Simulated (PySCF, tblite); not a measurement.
# C₂₀H₁₂F₆Se₃: electronic excitations, NMR shifts

What do calculations give for the electronic excitations, NMR shifts of C₂₀H₁₂F₆Se₃ (`FC(F)(F)/C=C/c1ccc(/C=C/c2ccc(/C=C/c3ccc(C(F)(F)F)[se]3)[se]2)[se]1`)?

Computed with tblite 0.8.0 and PySCF 2.14.0 and routines of our own; the level stands in each step. Atoms count from 0.

## (1) The starting structure

41 atoms, charge 0, multiplicity 1; geometry from: force field, distance geometry or constructed start.

## (2) Relaxing the molecule with GFN2-xTB

Job settings and geometry (Å):

```
{"job": {"kind": "relax", "xc": "GFN2-xTB", "basis": "xTB"}, "charge": 0, "multiplicity": 1}
F    -10.168600     0.705900     3.178800
C     -9.990900     0.804000     1.809800
F    -10.114300     2.114900     1.456900
F    -11.072400     0.129200     1.246500
C     -8.780800     0.136700     1.318000
C     -7.602400     0.710400     1.452500
C     -6.359000     0.086900     0.965000
C     -6.194900    -1.102500     0.333500
C     -4.990000    -1.528700    -0.045000
C     -3.884500    -0.789400     0.192100
C     -2.501000    -1.141900    -0.175600
C     -1.562800    -0.276400     0.150600
C     -0.135400    -0.509800    -0.154400
C      0.400200    -1.593800    -0.791400
C      1.706900    -1.671200    -1.003900
C      2.537100    -0.677700    -0.591000
C      4.010500    -0.638600    -0.770000
C      4.648200     0.397400    -0.317800
C      6.109500     0.428800    -0.492500
C      6.954700     1.410500    -0.095200
C      8.264000     1.325400    -0.314200
C      8.802000     0.246000    -0.942700
C     10.264600     0.024100    -1.243500
F     10.938000     1.222900    -1.247200
F     10.815800    -0.895300    -0.373300
F     10.291500    -0.426900    -2.552700
Se     7.259300    -0.997600    -1.383500
Se     1.323100     0.641700     0.245700
Se    -4.558900     0.892800     1.146400
H     -8.791800    -0.823000     0.823000
H     -7.539900     1.669300     1.941500
H     -7.122800    -1.728300     0.131200
H     -4.872300    -2.522300    -0.577100
H     -2.242000    -2.059000    -0.677200
H     -1.841500     0.634600     0.653300
H     -0.300900    -2.413200    -1.124700
H      2.158100    -2.571300    -1.529900
H      4.550800    -1.437800    -1.257700
H      4.107700     1.195900     0.167300
H      6.511600     2.317800     0.427800
H      8.963300     2.145600     0.023400
```

The run is started by

```console
OMP_NUM_THREADS=2 python large_run.py task.json out
```

One launch serves the whole session: the jobs run in the order shown.

Output:

```text
step      E/eV     max force
  0   -2358.81845    4.926
  1   -2360.06007    2.308
  2   -2360.52352    1.310
  3   -2360.90022    1.087
  4   -2361.01526    0.723
  5   -2361.12596    0.540
  6   -2361.20259    0.458
  7   -2361.27361    0.410
  8   -2361.30730    0.382
  9   -2361.32911    0.310
 10   -2361.34505    0.236
 11   -2361.35791    0.203
 12   -2361.36827    0.211
 13   -2361.37840    0.197
 14   -2361.38804    0.204
 15   -2361.39657    0.206
 16   -2361.40402    0.168
 17   -2361.41156    0.156
 18   -2361.42029    0.224
 19   -2361.43034    0.261
 20   -2361.44080    0.227
 21   -2361.45021    0.218
 22   -2361.45781    0.168
 23   -2361.46419    0.160
 24   -2361.47031    0.146
 25   -2361.47685    0.156
 26   -2361.48375    0.174
 27   -2361.48984    0.151
 28   -2361.49424    0.131
 29   -2361.49746    0.104
 30   -2361.50025    0.093
 31   -2361.50268    0.095
 32   -2361.50443    0.098
 33   -2361.50554    0.076
 34   -2361.50639    0.062
 35   -2361.50720    0.067
 36   -2361.50801    0.064
 37   -2361.50883    0.051
 38   -2361.50970    0.062
 39   -2361.51071    0.073
 40   -2361.51177    0.082
 41   -2361.51275    0.073
 42   -2361.51363    0.054
 43   -2361.51453    0.058
 44   -2361.51553    0.074
 45   -2361.51671    0.113
 46   -2361.51810    0.121
 47   -2361.51965    0.083
 48   -2361.52127    0.087
 49   -2361.52279    0.065
 50   -2361.52408    0.105
 51   -2361.52533    0.102
 52   -2361.52668    0.062
 53   -2361.52811    0.071
 54   -2361.52952    0.074
 55   -2361.53085    0.096
 56   -2361.53206    0.078
 57   -2361.53318    0.056
 58   -2361.53427    0.061
 59   -2361.53539    0.087
 60   -2361.53664    0.102
 61   -2361.53805    0.088
 62   -2361.53944    0.072
 63   -2361.54069    0.068
 64   -2361.54176    0.071
 65   -2361.54275    0.063
 66   -2361.54374    0.051
 67   -2361.54475    0.053
 68   -2361.54575    0.059
 69   -2361.54667    0.068
 70   -2361.54748    0.067
 71   -2361.54822    0.053
 72   -2361.54890    0.054
 73   -2361.54951    0.055
 74   -2361.55002    0.038
 75   -2361.55042    0.035
 76   -2361.55073    0.043
 77   -2361.55100    0.032
 78   -2361.55125    0.028
 79   -2361.55146    0.020
```

Run time: 2.8 s. Hardware: 2 threads of Arm Neoverse V1, shared host; peak memory 0.18 GiB.

Step by step:

```csv
step,energy from step 0 (eV),largest force (eV/Å)
0,0.0000,4.9260
1,-1.2416,2.3081
2,-1.7051,1.3103
3,-2.0818,1.0874
4,-2.1968,0.7231
5,-2.3075,0.5405
6,-2.3841,0.4572
7,-2.4552,0.4105
8,-2.4888,0.3819
14,-2.5696,0.2038
20,-2.6223,0.2274
26,-2.6653,0.1744
32,-2.6860,0.0981
38,-2.6912,0.0626
44,-2.6971,0.0736
50,-2.7056,0.1051
56,-2.7136,0.0784
62,-2.7210,0.0719
68,-2.7273,0.0592
75,-2.7320,0.0347
76,-2.7323,0.0425
77,-2.7325,0.0319
78,-2.7328,0.0272
79,-2.7330,0.0193
```

Close pairs (by a distance rule), those that changed most:

```csv
bond,before (Å),after (Å),change (Å)
C21–Se26,2.030,1.855,-0.175
C9–Se28,2.048,1.880,-0.169
C18–Se26,2.037,1.890,-0.148
C6–Se28,1.981,1.880,-0.101
C15–Se27,1.979,1.881,-0.097
C19–C20,1.330,1.406,+0.076
C15–C16,1.485,1.418,-0.067
C13–C14,1.326,1.392,+0.066
```

The final coordinates are the input of the step that follows.

## (3) Electronic excitations: TDDFT B3LYP/def2-SVP

Job settings and geometry (Å):

```
{"job": {"kind": "uv", "basis": "def2-SVP", "grid": 1, "kgrid": 0, "vcut": 1.5, "nstates": 6, "ntriplets": 2, "tda": false, "delta": ["ip_vertical"], "pop": true, "xc": "B3LYP"}, "charge": 0, "multiplicity": 1}
F     -9.873067     0.822795     3.227849
C     -9.711184     1.009742     1.897712
F     -9.545699     2.332400     1.732360
F    -10.891592     0.696493     1.338409
C     -8.596663     0.197650     1.337112
C     -7.333677     0.643088     1.315735
C     -6.210299    -0.085261     0.817401
C     -6.189053    -1.326695     0.216995
C     -4.929396    -1.785211    -0.165882
C     -3.868550    -0.940812     0.109323
C     -2.508354    -1.215148    -0.196825
C     -1.466096    -0.397136     0.081665
C     -0.108828    -0.668333    -0.241275
C      0.411887    -1.776188    -0.885315
C      1.790393    -1.768697    -1.079829
C      2.464736    -0.658453    -0.602307
C      3.866585    -0.466751    -0.698692
C      4.586764     0.576030    -0.232090
C      6.002922     0.673427    -0.373595
C      6.819212     1.674484     0.103673
C      8.191047     1.519631    -0.165082
C      8.495309     0.392007    -0.872229
C      9.834048    -0.081305    -1.286164
F     10.698056     0.913189    -1.533851
F     10.424786    -0.866296    -0.360177
F      9.761288    -0.830178    -2.404193
Se     7.010129    -0.640589    -1.284611
Se     1.262920     0.550697     0.193444
Se    -4.476793     0.631554     0.940271
H     -8.892481    -0.776429     0.985961
H     -7.125691     1.634885     1.701506
H     -7.084687    -1.899246     0.049209
H     -4.779906    -2.737595    -0.646148
H     -2.330738    -2.159637    -0.693883
H     -1.671973     0.544163     0.587294
H     -0.209811    -2.590684    -1.215069
H      2.310553    -2.574184    -1.571922
H      4.403959    -1.266525    -1.205983
H      4.086487     1.389026     0.284232
H      6.433148     2.518948     0.649129
H      8.940235     2.227142     0.148758
```

Method: TDDFT B3LYP/def2-SVP, vertical, gas phase, core orbitals frozen in the response, virtual orbitals cut by energy.

Output:

```text
start: PBE on a coarse grid of 174823 points
cycle   1  E = -8568.0928755481  dE =  2.105e+00  |g| = 1.521e+00  |ddm| = 8.663e+00
cycle   2  E = -8566.7580538425  dE =  1.335e+00  |g| = 2.939e+00  |ddm| = 4.417e+00
cycle   3  E = -8568.4598428555  dE = -1.702e+00  |g| = 5.183e-01  |ddm| = 3.509e+00
cycle   4  E = -8568.5327620066  dE = -7.292e-02  |g| = 2.384e-01  |ddm| = 1.005e+00
cycle   5  E = -8568.5455866916  dE = -1.282e-02  |g| = 1.297e-01  |ddm| = 4.382e-01
cycle   6  E = -8568.5503553900  dE = -4.769e-03  |g| = 5.102e-02  |ddm| = 2.284e-01
cycle   7  E = -8568.5510562298  dE = -7.008e-04  |g| = 1.824e-02  |ddm| = 7.719e-02
cycle   8  E = -8568.5511355332  dE = -7.930e-05  |g| = 7.800e-03  |ddm| = 3.045e-02
final grid: 174823 points
cycle   9  E = -8571.2016315233  dE = -9.647e-03  |g| = 1.346e-01  |ddm| = 5.901e-01
cycle  10  E = -8571.1979665435  dE =  3.665e-03  |g| = 1.955e-01  |ddm| = 2.786e-01
cycle  11  E = -8571.2042933665  dE = -6.327e-03  |g| = 2.704e-02  |ddm| = 1.844e-01
cycle  12  E = -8571.2044870264  dE = -1.937e-04  |g| = 1.011e-02  |ddm| = 4.431e-02
cycle  13  E = -8571.2045179642  dE = -3.094e-05  |g| = 2.512e-03  |ddm| = 1.423e-02
cycle  14  E = -8571.2045145333  dE =  3.431e-06  |g| = 1.651e-03  |ddm| = 4.536e-03
cycle  15  E = -8571.2045240159  dE = -9.483e-06  |g| = 3.537e-04  |ddm| = 2.071e-03
cycle  16  E = -8571.2045195098  dE =  4.506e-06  |g| = 1.153e-04  |ddm| = 5.677e-04
cycle  17  E = -8571.2045187340  dE =  7.758e-07  |g| = 5.837e-05  |ddm| = 2.531e-04
converged SCF energy = -8571.2045187340
Vertical ionisation energy (delta-SCF) = 6.5220 eV   <S^2> = 0.780

Static polarisability (au): isotropic 504.767, principal 128.242 272.478 1113.581

Singlet excitations
state   eV       nm        f      main configurations
  1   2.3423    529.3   1.84544   H->L 0.99
  2   2.8789    430.7   0.06666   H->L+1 0.61, H-1->L 0.37
  3   3.4200    362.5   0.02967   H-1->L 0.58, H->L+1 0.32
  4   3.7201    333.3   0.00694   H->L+2 0.65, H-5->L 0.18, H-3->L 0.12
  5   3.8159    324.9   0.04990   H-3->L 0.57, H-4->L 0.33
  6   3.8350    323.3   0.00813   H-2->L 0.71, H-4->L 0.11

Triplet excitations (Tamm-Dancoff, eV): 1.3159 2.0210
```

Wall time 6.9 min (2 threads of Arm Neoverse V1, shared host); peak memory 1.7 GiB.

The orbitals next to the gap, with their largest atomic shares:

```csv
orbital,eV,atoms
HOMO−4,-7.21,"Se28 34 %, Se26 17 %, Se27 8 %"
HOMO−3,-7.20,"Se26 32 %, Se27 28 %, C20 10 %"
HOMO−2,-7.18,"Se28 28 %, Se27 22 %, Se26 12 %"
HOMO−1,-6.38,"C16 10 %, C9 10 %, Se27 9 %"
HOMO,-5.37,"C17 10 %, C15 9 %, C10 9 %"
LUMO,-2.98,"C10 8 %, C17 8 %, C4 7 %"
LUMO+1,-2.10,"C16 9 %, C4 8 %, C21 8 %"
LUMO+2,-1.19,"C5 9 %, C7 8 %, C10 8 %"
LUMO+3,-0.74,"Se27 30 %, Se28 13 %, Se26 11 %"
```

With each of the 6 states as a Gaussian band of 0.4 eV half-width at 1/e, the curve within the window shown has maxima at 529 nm (ε 75,000), 334 nm (ε 3,200) L/(mol cm). Beyond the last state computed it falls off for lack of states. The curve at chosen wavelengths:

nm, ε (L/mol/cm) and a bar:
```
      300       1402 
      316       2649 #
      333       3208 #
      349       2992 #
      366       2688 #
      382       2977 #
      399       4627 #
      415       8406 ###
      432      15911 ######
      448      26601 ##########
      464      39833 ################
      481      54277 ######################
      497      65616 ##########################
      514      73127 #############################
      530      75160 ##############################
      547      72400 #############################
      563      66323 ##########################
      579      58232 #######################
      596      48789 ###################
      612      40078 ################
      629      31676 ############
      645      24873 ##########
      662      18905 #######
      678      14410 #####
      695      10679 ####
      711       7989 ###
```

Leading natural transition orbitals of singlet state 1: the hole lies on C12, C15, C17 about 9 % each; 4 C atoms about 6 % each; the particle on 4 C atoms about 7 % each; Se27, Se28 about 6 % each.

Ground-state properties from the same run:

```csv
property,computed
dipole moment (D),1.31
polarisability (Å³),74.80
HOMO–LUMO gap (eV),2.39
−ε(HOMO) (eV),5.37
```

The fields below are evaluated on a grid from the run's orbitals.

Frontier orbitals at B3LYP/def2-SVP, with the share of their density that lies nearest to each atom:

```csv
orbital,energy (eV),lies on
HOMO,-5.37,"4 C atoms about 8 % each; C6, C13 about 6 % each"
LUMO,-2.98,5 C atoms about 7 % each
```

ELF in a plane through or near 35 of the atoms.

Values, 10 rows by 14 columns:
```
0.00 0.00 0.00 0.00 0.00 0.00 0.00 0.00 0.00 0.00 0.00 0.00 0.00 0.00
0.00 0.00 0.00 0.00 0.02 0.00 0.00 0.00 0.00 0.00 0.00 0.00 0.00 0.00
0.00 0.00 0.97 0.10 0.79 0.02 0.04 0.00 0.00 0.13 0.19 0.10 0.17 0.00
0.00 0.04 0.63 0.89 0.08 0.96 0.88 0.03 0.01 0.83 0.59 0.03 0.23 0.00
0.00 0.65 0.31 0.14 0.87 0.23 0.70 0.04 0.64 0.73 0.76 0.32 0.68 0.03
0.00 0.08 0.51 0.24 0.12 0.48 0.47 0.49 0.55 0.65 0.68 0.93 0.07 0.00
0.00 0.01 0.62 0.48 0.12 0.25 0.57 0.53 0.21 0.66 0.59 0.11 0.00 0.00
0.00 0.00 0.11 0.36 0.01 0.29 0.48 0.99 0.99 0.99 0.30 0.01 0.00 0.00
0.00 0.00 0.00 0.00 0.00 0.26 0.02 0.83 0.03 0.93 0.00 0.00 0.00 0.00
0.00 0.00 0.00 0.00 0.00 0.00 0.00 0.00 0.00 0.00 0.00 0.00 0.00 0.00
```
The map spans 27.1 Å across and 11.0 Å up, centred on the molecule. Atoms in the plane (x, y in Å): C1 (9.8, 1.5), C4 (8.7, 0.6), C5 (7.4, 1.0), C6 (6.3, 0.2), C7 (6.2, -1.2), C8 (4.9, -1.7), C9 (3.9, -0.8), C10 (2.5, -1.1), C11 (1.5, -0.2), C12 (0.1, -0.6), C13 (-0.5, -1.8), C14 (-1.9, -1.9), C15 (-2.5, -0.6), C16 (-3.9, -0.4), C17 (-4.6, 0.7), C18 (-6.0, 0.8), C19 (-6.8, 1.9), C20 (-8.2, 1.7), C21 (-8.5, 0.4), C22 (-9.9, -0.1), Se26 (-7.1, -0.8), Se27 (-1.2, 0.8), Se28 (4.5, 1.0), H29 (9.0, -0.4), H30 (7.2, 2.1), H31 (7.1, -1.8), H32 (4.7, -2.8), H33 (2.3, -2.2), H34 (1.7, 0.8), H35 (0.1, -2.7), H36 (-2.4, -2.8), H37 (-4.5, -1.4), H38 (-4.1, 1.7), H39 (-6.4, 2.9), H40 (-8.9, 2.5).

log10 of the density (e/Å³) in the same plane.

Ten even steps from ' ' (-4.0) to '@' (2.1):
```
                                                        
              ..                                        
        ......::..                            ..        
        ::----==--..                ..  ..::::==--      
      ..==++==**==::::..::::      ::--::----==++==..    
      ::++**++**====--------::..::--==--==++==**++::    
    ::--++##**##++++++==++==------==++==++**==****==..  
    ==++==##**##****++++**++==++==++##++++##**%%**++::  
  ..++**++##++######++++@@**==**++++@@****%%%%**##**::  
  ..++****%%******##****##******++++##**@@**##**++++::  
  ..==**##**##**++**####****##%%**********++**++==--    
    --****++%%##==****%%++******####****##++++++::..    
    --****==****==**++****##**++##**######++==--..      
    ::++++--++++--++==**##@@**++**++******++::..        
      ----::----::--==********==++==**++====::          
        ....::::....--**==++++--==--++==--::..          
                    ::==------::::::==--....            
                    ..::....::..  ..::..                
                                                        
                                                        
```
The map spans 27.1 Å across and 11.0 Å up, centred on the molecule. Atoms in the plane (x, y in Å): C1 (9.8, 1.5), C4 (8.7, 0.6), C5 (7.4, 1.0), C6 (6.3, 0.2), C7 (6.2, -1.2), C8 (4.9, -1.7), C9 (3.9, -0.8), C10 (2.5, -1.1), C11 (1.5, -0.2), C12 (0.1, -0.6), C13 (-0.5, -1.8), C14 (-1.9, -1.9), C15 (-2.5, -0.6), C16 (-3.9, -0.4), C17 (-4.6, 0.7), C18 (-6.0, 0.8), C19 (-6.8, 1.9), C20 (-8.2, 1.7), C21 (-8.5, 0.4), C22 (-9.9, -0.1), Se26 (-7.1, -0.8), Se27 (-1.2, 0.8), Se28 (4.5, 1.0), H29 (9.0, -0.4), H30 (7.2, 2.1), H31 (7.1, -1.8), H32 (4.7, -2.8), H33 (2.3, -2.2), H34 (1.7, 0.8), H35 (0.1, -2.7), H36 (-2.4, -2.8), H37 (-4.5, -1.4), H38 (-4.1, 1.7), H39 (-6.4, 2.9), H40 (-8.9, 2.5).

On the surface of density 0.002 e/bohr³ the electrostatic potential runs, from the 1st to the 99th percentile, from -0.71 V near F0 to 1.36 V near H33.

[end of part 1 of 2]
